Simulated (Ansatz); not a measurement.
# Cl3FH3NTa: the cost of one run

Program: Ansatz 0.2.0. Level of theory: UKS PBE/def2-SVP. These are calculated values, not measurements.

## 1. The starting structure

Bond lengths: Ta1–F2 2.180 Å, Ta1–Cl3 2.470 Å, Ta1–Cl4 2.470 Å, Ta1–Cl5 2.470 Å, Ta1–N6 2.160 Å, N6–H7 1.060 Å, N6–H8 1.060 Å. Angles: F2–Ta1–Cl3 90.0°, F2–Ta1–Cl4 90.0°, F2–Ta1–Cl5 120.0°, F2–Ta1–N6 120.0°, Cl3–Ta1–Cl4 180.0°, Cl3–Ta1–Cl5 90.0°, Cl3–Ta1–N6 90.0°, Cl4–Ta1–Cl5 90.0°, Cl4–Ta1–N6 90.0°, Cl5–Ta1–N6 120.0°, Ta1–N6–H7 120.0°, Ta1–N6–H8 120.0°, H7–N6–H8 120.0°.

Coordinates:

```xyz
9

Ta    0.0000    0.0000    0.0000
F     2.1800    0.0000    0.0000
Cl    0.0000    0.0000    2.4700
Cl    0.0000    0.0000   -2.4700
Cl   -1.2350    2.1390    0.0000
N    -1.0800   -1.8706    0.0000
H    -1.8056   -2.0636    0.7482
H    -0.8844   -2.5955   -0.7482
H     3.4000    0.0000    0.0000
```

## 2. Pulling towards end A

Springs on the bonds that form and break draw the guess towards this end; the thresholds are loose.

File input.yaml:

```yaml
crystal:
  periodic: [false, false, false]
  atoms:
    - { symbol: Ta, position_ang: [0.0, 0.0, 0.0] }
    - { symbol: F, position_ang: [2.18, 0.0, 0.0] }
    - { symbol: Cl, position_ang: [0.0, 0.0, 2.47] }
    - { symbol: Cl, position_ang: [0.0, 0.0, -2.47] }
    - { symbol: Cl, position_ang: [-1.235, 2.139, 0.0] }
    - { symbol: "N", position_ang: [-1.08, -1.8706, 0.0] }
    - { symbol: H, position_ang: [-1.8056, -2.0636, 0.7482] }
    - { symbol: H, position_ang: [-0.8844, -2.5955, -0.7482] }
    - { symbol: H, position_ang: [3.4, 0.0, 0.0] }
magnetization:
  spin_polarized: true
  initial_magnetization: 1
basis:
  gaussian: { orbitals: def2-SVP }
hamiltonian:
  xc: pbe
relax:
  f_tol: 0.15
  max_steps: 25
  restrain:
    - { distance: [1, 8], at: 2.12, k: 30.0 }
    - { distance: [0, 1], at: 1.93, k: 30.0 }
```

Started as:

```sh
$ ansatz run input.yaml --threads 4 --pin off --max-ram 5120MiB --backend cpu --events-out ev --progress --plain --runs-dir out
```

What time and memory should one allow on 4 threads of Arm Neoverse V1, shared host?

About 40 s, with a peak of 0.28 GiB.
